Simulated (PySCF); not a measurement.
# Sr₃: singlet, from a obtuse triangle start

Aim: relax Sr₃ as a singlet from a hand-made obtuse triangle geometry, check by its vibrations whether the end is a minimum, and collect its spectrum and constants.

The runs use PySCF 2.14.0; PBE0, basis Sr def2-TZVP with ECP28, scalar-relativistic core potentials, no spin–orbit coupling, density fitting.

### 1 The starting structure

3 atoms, charge 0, spin multiplicity 1.

No contacts short enough for the rule that draws bonds.

```xyz
3
charge 0 multiplicity 1
Sr    0.0000    0.0000    0.0000
Sr    3.1169    2.3976    0.0000
Sr   -3.1169    2.3976    0.0000
```

### 2 First SCF at the start

The steps below are one call of a driver around PySCF. For each, scf.py gives the equivalent set-up of the SCF; relaxations use the driver's own optimiser. After this first run the driver tries any further starts and a stability analysis.

File scf.py:

```python
from pyscf import gto, scf, dft
mol = gto.M(atom='''
Sr     0.000000     0.000000     0.000000
Sr     3.116900     2.397600     0.000000
Sr    -3.116900     2.397600     0.000000''',
    basis={'Sr': 'def2-TZVP'},
    ecp={'Sr': 'def2-TZVP'},
    charge=0, spin=0)
mf = dft.RKS(mol, xc='PBE0')
mf.grids.atom_grid = (50, 194)
aux = {'Sr': 'def2-universal-JKFIT'}
mf = mf.density_fit(auxbasis=aux)
mf.conv_tol = 1e-08
mf.diis_space = 10
mf.max_cycle = 60
mf.init_guess = 'minao'
mf.verbose = 4
mf.kernel()
```

Command:

```bash
OMP_NUM_THREADS=2 python axn.py task.json out
```

After this run come: Relaxing the singlet from the obtuse triangle start; Vibrations and properties at this point.

Q: Predict the outcome of this session. Wanted: minimum; geometry; wavenumbers; dipole moment; highest occupied, lowest empty level; polar-tensor charge of Sr1; zero-point energy; atomisation energy.

As calculated:

```
                                 quantity                                    value
                                  minimum                             singlet, D3h
                                 geometry  Sr–Sr 4.320 Å (×3); Sr–Sr–Sr 60.0° (×3)
                       wavenumbers (cm⁻¹)                        60 (e'), 68 (a1')
                            dipole moment                                   0.00 D
     highest occupied, lowest empty level                          -3.60, -1.68 eV
               polar-tensor charge of Sr1                                  -0.00 e
                        zero-point energy                               1.1 kJ/mol
                      entropy at 298.15 K                          353.4 J/(mol K)
atomisation energy (no zero-point energy)                                70 kJ/mol
```

What this shows: From C2v at the start the molecule goes to a D3h minimum. Only this shape and spin were tried, so other structures or states may lie lower.
